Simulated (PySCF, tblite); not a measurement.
**C4H11BF2Si3: geometry, infrared bands and NMR shifts**

Aim: predict the infrared bands and NMR shifts of C4H11BF2Si3 (`CC#C[Si@H]([SiH3])[SiH2]CB(F)F`).

Programs: tblite 0.8.0 and PySCF 2.14.0, with density-fitted response routines of our own. Each step states its level of theory. These are calculated values for one molecule in the gas phase, unless marked as measured. Atoms count from 0, in the outputs and in this text.

## 1. Starting geometry

21 atoms, charge 0, multiplicity 1; geometry from: force field or distance geometry start.

Bonds of the start (Å): C0–C1 1.47, C1–C2 1.20, C2–Si3 1.82, Si3–Si4 2.24, Si3–Si5 2.23, Si5–C6 1.87, C6–B7 1.58, B7–F8 1.45, B7–F9 1.45, C0–H10 1.11, C0–H11 1.10, C0–H12 1.10, Si3–H13 1.47, Si4–H14 1.46, Si4–H15 1.47, Si4–H16 1.47, Si5–H17 1.47, Si5–H18 1.48, C6–H19 1.11, C6–H20 1.11.

## 2. Relaxing the molecule with GFN2-xTB

Job settings and geometry (Å):

```
{"job": {"kind": "relax", "xc": "GFN2-xTB", "basis": "xTB"}, "charge": 0, "multiplicity": 1}
C      3.502800    -0.945500    -1.361000
C      2.411000    -0.591500    -0.444600
C      1.535300    -0.313700     0.328800
Si     0.178400     0.129200     1.452400
Si    -1.153500    -1.650600     1.743800
Si    -0.992400     1.820600     0.595400
C     -1.256900     1.572000    -1.239700
B     -2.183000     0.313900    -1.490200
F     -1.680400    -0.823700    -2.239500
F     -3.546400     0.287600    -0.983000
H      3.202600    -0.651000    -2.392100
H      4.415800    -0.408000    -1.066200
H      3.670000    -2.035200    -1.314000
H      0.736000     0.518400     2.761200
H     -0.398900    -2.720800     2.387300
H     -1.639600    -2.111000     0.440700
H     -2.294800    -1.266100     2.582200
H     -2.280700     1.934200     1.290100
H     -0.219900     3.062800     0.797000
H     -0.270500     1.416300    -1.722900
H     -1.743300     2.479000    -1.657100
```

Launch:

```sh
> OMP_NUM_THREADS=1 python probes_run.py task.json out
```

This one command runs all jobs of the session in turn.

**Question.** This job is followed by: GFN2-xTB harmonic vibrations, gas phase; GIAO PBE0/pcSseg-1 NMR shielding, non-relativistic, gas phase. What will the session give for the following? strongest single infrared mode (GFN2-xTB); zero-point energy (GFN2-xTB); 13C shifts against TMS (PBE0/pcSseg-1); 1H shifts against TMS (PBE0/pcSseg-1, means over atoms taken as alike); 29Si shifts against TMS (PBE0/pcSseg-1); 11B shifts against BF3·OEt2 (PBE0/pcSseg-1); 19F shifts against CFCl3 (PBE0/pcSseg-1, means over atoms taken as alike).

As calculated:

```
                                                                 quantity                                         value
                                strongest single infrared mode (GFN2-xTB)                         2198 cm⁻¹, 445 km/mol
                                             zero-point energy (GFN2-xTB)                                 82.1 kcal/mol
                                   13C shifts against TMS (PBE0/pcSseg-1)                    118.1, 77.1, 6.5, -4.2 ppm
   1H shifts against TMS (PBE0/pcSseg-1, means over atoms taken as alike)  4.55, 4.44, 3.97, 3.62, 2.11, 0.66, 0.59 ppm
                                  29Si shifts against TMS (PBE0/pcSseg-1)                     -71.3, -108.7, -110.8 ppm
                              11B shifts against BF3·OEt2 (PBE0/pcSseg-1)                                      29.4 ppm
19F shifts against CFCl3 (PBE0/pcSseg-1, means over atoms taken as alike)                                     -72.4 ppm
```

What this shows: Relaxing lowered the energy by 0.956 eV in 129 steps; the close pair that moved most is B7–F9, from 1.455 to 1.326 Å. The lowest mode is imaginary (30i cm⁻¹), so the xTB geometry is not a minimum. The strongest single mode, at 2198 cm⁻¹, moves mainly H16. GFN2-xTB is a fitted tight-binding method: band positions and strengths are rough. Its intensities can rank the bands wrongly.
